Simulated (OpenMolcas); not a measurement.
# AlSi2H5O (SMILES [SiH3][Al]1[O][SiH2]1): HF/3-21G

We compute an optimisation with harmonic vibrations of AlSi2H5O. 

The calculation is run with OpenMolcas 26.06.

### Step 1. Starting point

AlSi2H5O has 9 atoms, charge 0, and is taken as a singlet. As SMILES, `[SiH3][Al]1[O][SiH2]1`. The coordinates come from a PBE0-D4/def2-TZVP relaxation. The run starts from this shape.

Bond lengths: Si1–Al2 2.450 Å, Al2–O3 1.745 Å, Al2–Si4 2.280 Å, O3–Si4 1.688 Å, Si1–H5 1.488 Å, Si1–H6 1.489 Å, Si1–H7 1.487 Å, Si4–H8 1.490 Å, Si4–H9 1.490 Å. Some angles: Si1–Al2–O3 129.7°, Si1–Al2–Si4 177.0°, O3–Al2–Si4 47.3°, Al2–O3–Si4 83.2°, Al2–Si4–O3 49.5°, Al2–Si1–H5 109.6°, Al2–Si1–H6 109.4°, Al2–Si1–H7 111.5°, Al2–Si4–H8 126.2°, Al2–Si4–H9 126.3°.

### Step 2. An optimisation with harmonic vibrations at HF/3-21G

File mol.inp:

```
* AlH5OSi2 Hartree-Fock
>>> EXPORT MOLCAS_PRINT=2

&gateway
 baslib=$CurrDir
 coord
 9
 bohr
 Si    -1.23380219     3.24484873    -2.52221746
 Al    -0.23602679    -0.28138022     0.30764741
 O      2.63182157    -1.82415263     0.82070806
 Si     0.90442292    -3.54833874     2.87408446
 H     -3.33309894     2.50709965    -4.24224618
 H     -2.07888771     5.45450549    -1.00023204
 H      0.99494080     3.99261336    -4.06328911
 H      0.76212655    -6.28825265     2.24310491
 H      1.75555557    -3.34481524     5.54993666
 basis=3-21G
 group=NoSym
>>> EXPORT MOLCAS_MAXITER=50
>>> Do While

&seward

&scf
 prorbitals=0

&slapaf
>>> EndDo
>>> COPY $Project.Opt.xyz $CurrDir/final.xyz
>>> COPY $Project.slapaf.h5 $CurrDir/final.slapaf.h5

&mckinley

&mclr
 thermochemistry
 1
 1.0
 298.15
 End of PT
```

The basis set 3-21G is read from a file made from the Basis Set Exchange's data (not shown).

The run is started by

```console
$ export MOLCAS_MEM=1860
$ pymolcas mol.inp > mol.log
```

What values should one expect? Wanted: total energy; dipole moment; HOMO energy; LUMO energy; HOMO–LUMO gap; lowest harmonic wavenumber; highest harmonic wavenumber.

**Answer.** As computed:

Level: HF/3-21G.

| quantity | value |
| --- | --- |
| total energy | -892.74185 Eh |
| dipole moment | 2.58 D |
| HOMO energy | -8.16 eV |
| LUMO energy | 1.11 eV |
| HOMO–LUMO gap | 9.27 eV |
| lowest harmonic wavenumber | 15i cm⁻¹ (imaginary) |
| highest harmonic wavenumber | 2292 cm⁻¹ |

In words: At the final geometry: Bond lengths: Si1–Al2 2.455 Å, Al2–O3 1.734 Å, Al2–Si4 2.359 Å, O3–Si4 1.736 Å, Si1–H5 1.489 Å, Si1–H6 1.489 Å, Si1–H7 1.488 Å, Si4–H8 1.484 Å, Si4–H9 1.484 Å. Some angles: Si1–Al2–O3 137.3°, Si1–Al2–Si4 175.5°, O3–Al2–Si4 47.2°, Al2–O3–Si4 85.6°, Al2–Si4–O3 47.2°, Al2–Si1–H5 109.3°, Al2–Si1–H6 109.2°, Al2–Si1–H7 110.9°, Al2–Si4–H8 125.4°, Al2–Si4–H9 125.5°. 1 mode is imaginary (lowest 15i cm⁻¹); so small a value may be numerical noise or a very soft motion. Mulliken charges run from -0.89 on O3 to +0.94 on Al2.
